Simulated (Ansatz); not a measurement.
# CaCd3F8: the band gap up the ladder of functionals

One table from this session's results is given with a row withheld; the runs are named, their logs left out.

The runs shown are made with Ansatz 0.2.0. PAW datasets, plane waves. No spin polarisation and no zero-point or thermal motion; the cell was built from a prototype and may be hypothetical.

### The structure to begin with

The cell was relaxed beforehand with r2SCAN.

It is orthorhombic, Cmmm (No. 65); conventional cell a = 7.643 Å, b = 10.804 Å, c = 3.817 Å, 13.13 Å³ an atom. Near Ca stand 8 F at 2.34–2.35 Å; near F stand 4 Cd at 2.34 Å; near F stand 2 Cd at 2.34 Å and 2 Ca at 2.34 Å; near Cd stand 8 F at 2.34 Å; near F stand 3 Cd at 2.34 Å and 1 Ca at 2.35 Å.

Structure file:

```cif
data_structure
_symmetry_space_group_name_H-M 'P 1'
_symmetry_Int_Tables_number 1
_cell_length_a 6.6170
_cell_length_b 6.6170
_cell_length_c 3.8174
_cell_angle_alpha 90.000
_cell_angle_beta 90.000
_cell_angle_gamma 109.442
_cell_volume 157.61
loop_
_atom_site_label
_atom_site_type_symbol
_atom_site_fract_x
_atom_site_fract_y
_atom_site_fract_z
_atom_site_occupancy
Ca1 Ca 0.00000 0.00000 0.00000 1
F1 F 0.37515 0.62485 0.50000 1
F2 F 0.12564 0.87436 0.50000 1
Cd1 Cd 0.50000 0.00000 0.50000 1
F3 F 0.87432 0.62400 0.00000 1
F4 F 0.62400 0.87432 0.00000 1
Cd2 Cd 0.00000 0.50000 0.50000 1
F5 F 0.37600 0.12568 0.00000 1
F6 F 0.12568 0.37600 0.00000 1
Cd3 Cd 0.50000 0.50000 0.00000 1
F7 F 0.87436 0.12564 0.50000 1
F8 F 0.62485 0.37515 0.50000 1
```

The first run:

input.yaml reads:

```yaml
crystal:
  lattice:
    - [3.8216628708, -5.4017712126, 0.0]
    - [3.8216628708, 5.4017712126, 0.0]
    - [0.0, 0.0, 3.8173611527]
  atoms:
    - { symbol: Ca, position: [0.0, 0.0, 0.0] }
    - { symbol: F, position: [0.3751531856, 0.6248468144, 0.5] }
    - { symbol: F, position: [0.1256376483, 0.8743623517, 0.5] }
    - { symbol: Cd, position: [0.5, 0.0, 0.5] }
    - { symbol: F, position: [0.8743202215, 0.6240044593, 0.0] }
    - { symbol: F, position: [0.6240044593, 0.8743202215, 0.0] }
    - { symbol: Cd, position: [0.0, 0.5, 0.5] }
    - { symbol: F, position: [0.3759955407, 0.1256797785, 0.0] }
    - { symbol: F, position: [0.1256797785, 0.3759955407, 0.0] }
    - { symbol: Cd, position: [0.5, 0.5, 0.0] }
    - { symbol: F, position: [0.8743623517, 0.1256376483, 0.5] }
    - { symbol: F, position: [0.6248468144, 0.3751531856, 0.5] }
kpoints:
  mp_grid: { grid: [4, 4, 6] }
  band_path:
    path:
      - [[0.0, 0.0, 0.0], [-0.5, 0.5, 0.0], [-0.3751331515032, 0.6248668484968, 0.0]]
      - [[0.3751331515032, 0.3751331515032, 0.0], [0.0, 0.0, 0.0], [0.0, 0.0, 0.5], [0.3751331515032, 0.3751331515032, 0.5]]
      - [[-0.3751331515032, 0.6248668484968, 0.5], [-0.5, 0.5, 0.5], [-0.5, 0.5, 0.0]]
      - [[0.0, 0.0, 0.0], [3.152546060446e-17, 0.5, 0.0], [3.152546060446e-17, 0.5, 0.5], [0.0, 0.0, 0.5], [-0.5, 0.5, 0.5]]
    npoints: 10
hamiltonian:
  xc: pbe
scf:
  occupations: { method: fermi_dirac, width: 0.02 }
  n_extra_bands: 7
output:
  forces: true
  stress: true
  eigenvalues: true
  write_density: true
  write_potential: true
  elf: true
  volumetric_format: npy
```

Steps of the session up to this table: PBE bands along the symmetry lines; r2SCAN; Single point with HSE06; Single point with PBE+SOC; PBE0.

One table of the session follows, with a row left open; its other results are not shown here.

```
  level  gap (eV)
    PBE      3.67
 r2SCAN      4.35
  HSE06         ?
PBE+SOC      3.67
   PBE0      6.51
```

**Question.** Estimate the row for HSE06.

The run gave: gap (eV): 5.76. In the column «gap (eV)» it lies between r2SCAN (4.35) and PBE0 (6.51).

Meshes: PBE 4×4×6, r2SCAN 4×4×6, HSE06 2×2×4, PBE+SOC 4×4×6, PBE0 2×2×4

The gap runs from 3.67 eV (PBE+SOC) to 6.51 eV (PBE0). PBE reaches 64 % of the HSE06 value, and r2SCAN 76 %. PBE0 lies 0.76 eV above HSE06, which differs from it by screening the long-range exchange.

Caveats from the session: Warnings in the runs' records: stress scf threshold loose, stress exchange threshold loose.
